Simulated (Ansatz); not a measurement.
# Sn2GeO3: the cost of one run

Program: Ansatz 0.2.0. Level of theory: DFT PBE, scalar-relativistic, plane waves, PAW. These are calculated values, not measurements.

1 further run of the same task is left out (set aside as unsound or not needed).

### Step 1. The structure to begin with

The structure is orthorhombic, space group Pmn2_1 (No. 31). The conventional cell has a = 3.497 Å, b = 14.889 Å, c = 4.190 Å, α = 90.00°, β = 90.00°, γ = 90.00°. Around Sn (site symmetry m) lie 4 O at 2.20 to 2.32 Å. Ge (site symmetry m) is surrounded by 3 O at 1.90 to 2.07 Å. O (site symmetry m) has 4 Sn at 2.20 to 2.32 Å as nearest neighbours. O (site symmetry m) has 3 Ge at 1.90 to 2.07 Å as nearest neighbours.

Structure file:

```
CELL_PARAMETERS angstrom
3.49698 0.00000 0.00000
0.00000 14.88901 0.00000
0.00000 0.00000 4.18987
ATOMIC_POSITIONS crystal
Sn 0.50000 0.40311 0.00675
Sn 0.50000 0.75283 0.00770
Sn 0.00000 0.59689 0.50675
Sn 0.00000 0.24717 0.50770
Ge 0.50000 0.06772 0.92745
Ge 0.00000 0.93228 0.42745
O 0.50000 0.33661 0.50673
O 0.50000 0.68620 0.50631
O 0.50000 0.99910 0.54450
O 0.00000 0.31380 0.00631
O 0.00000 0.66339 0.00673
O 0.00000 0.00090 0.04450
```

It is the end of an earlier relaxation with the same method, from a generated guess; it is a trial structure. At a tolerance of 0.02 Å it has space group Pmn2_1 (No. 31); it has 18.18 Å³/atom, an uncorrected energy of -1.19 eV/atom over the elements.

### Step 2. Bands, states and charges

Contents of input.yaml:

```yaml
crystal:
  lattice:
    - [3.49698012, 0.0, 0.0]
    - [0.0, 14.8890129261, 0.0]
    - [0.0, 0.0, 4.1898719493]
  atoms:
    - { symbol: Sn, position: [0.5, 0.4031091257, 0.0067549083] }
    - { symbol: Sn, position: [0.5, 0.7528281424, 0.0076989116] }
    - { symbol: Sn, position: [0.0, 0.5968908743, 0.5067549083] }
    - { symbol: Sn, position: [0.0, 0.2471718576, 0.5076989116] }
    - { symbol: Ge, position: [0.5, 0.067724961, 0.9274514904] }
    - { symbol: Ge, position: [0.0, 0.932275039, 0.4274514904] }
    - { symbol: O, position: [0.5, 0.3366069171, 0.506734566] }
    - { symbol: O, position: [0.5, 0.6862006262, 0.5063105355] }
    - { symbol: O, position: [0.5, 0.9990966162, 0.5444988166] }
    - { symbol: O, position: [0.0, 0.3137993738, 0.0063105355] }
    - { symbol: O, position: [0.0, 0.6633930829, 0.006734566] }
    - { symbol: O, position: [0.0, 0.0009033838, 0.0444988166] }
basis:
  ecutwfc: 420
kpoints:
  mp_grid: { grid: [8, 2, 8] }
  band_path:
    path:
      - [[0.0, 0.0, 0.0], [0.5, 0.0, 0.0], [0.5, 0.5, 0.0], [0.0, 0.5, 0.0], [0.0, 0.0, 0.0], [0.0, 0.0, 0.5], [0.5, 0.0, 0.5], [0.5, 0.5, 0.5], [0.0, 0.5, 0.5], [0.0, 0.0, 0.5]]
      - [[0.5, 0.0, 0.0], [0.5, 0.0, 0.5]]
      - [[0.0, 0.5, 0.0], [0.0, 0.5, 0.5]]
      - [[0.5, 0.5, 0.0], [0.5, 0.5, 0.5]]
    npoints: 10
hamiltonian:
  xc: pbe
scf:
  occupations: { method: gaussian, width: 0.02 }
  n_extra_bands: 30
output:
  forces: true
  stress: true
  eigenvalues: true
  populations: true
  dos: { projected: true, de: 0.02, nscf_kmesh: { grid: [12, 3, 12] } }
  bader: false
  write_density: true
  write_potential: true
  elf: true
  volumetric_format: npy
```

Started as:

```console
$ ansatz run input.yaml --threads 4 --pin off --max-ram 8192MiB --backend cpu --events-out ev --progress --plain --runs-dir out
```

Q: Estimate wall time and peak memory on 4 threads of Arm Neoverse V2, shared host.

About 2.4 min, with a peak of 1.8 GiB.
